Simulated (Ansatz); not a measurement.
The system is VW2C3.

```
W V C
1.0
    -1.52449    2.16193    4.58503
     1.52449   -2.16193    4.58503
     1.52449    2.16193   -4.58503
W V C
2 1 3
Direct
  0.83402 0.33402 0.50000
  0.16598 0.66598 0.50000
  0.50000 0.00000 0.50000
  0.33904 0.33904 0.00000
  0.66096 0.66096 0.00000
  0.00000 0.00000 0.00000
```

The cell comes from a database or a generator and needn't be the stable form of this composition.

| Property | Result |
| --- | --- |
| Program | Ansatz 0.2.0 |
| Task | relaxation of cell and atoms |
| Functional | PBEsol |
| Potentials or basis | Ansatz PAW |
| Cutoff | 420 eV (not typed: the program's choice for these potentials) |
| k mesh | 11 × 11 × 11 |
| Occupations | fermi-dirac, width 0.05 eV |
| Spin | collinear spin, ferromagnetic start |
| Starting moments | [0.0, 0.0, 2.0, 0.0, 0.0, 0.0] μB |

At the start: volume 10.07 Å³/atom.

Where does the relaxation end?

It ends after 8 steps and the volume is 9.79 Å³/atom (-2.9 %); space group Immm (No. 71, to 0.05 Å); moment 0.00 μB per cell.

The path:
```csv
step,energy change (eV),largest force (eV/Å),volume (Å³)
1,0.0000,0.0575,60.45
2,-0.0555,0.1602,58.35
3,-0.0591,0.0478,58.76
4,-0.0594,0.0237,58.72
5,-0.0594,0.0005,58.72
6,-0.0562,0.0005,58.72
7,-0.0562,0.0001,58.71
8,-0.0562,0.0001,58.71
```

Final structure:
```xyz
6
Lattice="-1.5114 2.1389 4.5404 1.5114 -2.1389 4.5404 1.5114 2.1389 -4.5404" Properties=species:S:1:pos:R:3 pbc="T T T"
W     0.0000    2.1389    3.0245
W     1.5114    0.0000    1.5159
V     0.0000    2.1389    0.0000
C     0.0000    0.0000    3.0843
C     0.0000    0.0000    5.9965
C     0.0000    0.0000    0.0000
```

Caveat: the plane-wave basis is chosen anew once the cell has moved, so the energies of steps on either side of that aren't comparable; the pressure holds a Pulay correction of +0.3 GPa for the finite cutoff; the PAW data sets come from PBE, with cores solved anew for the run's functional, which leaves a small shift of forces and pressure; the starting moments weren't kept.
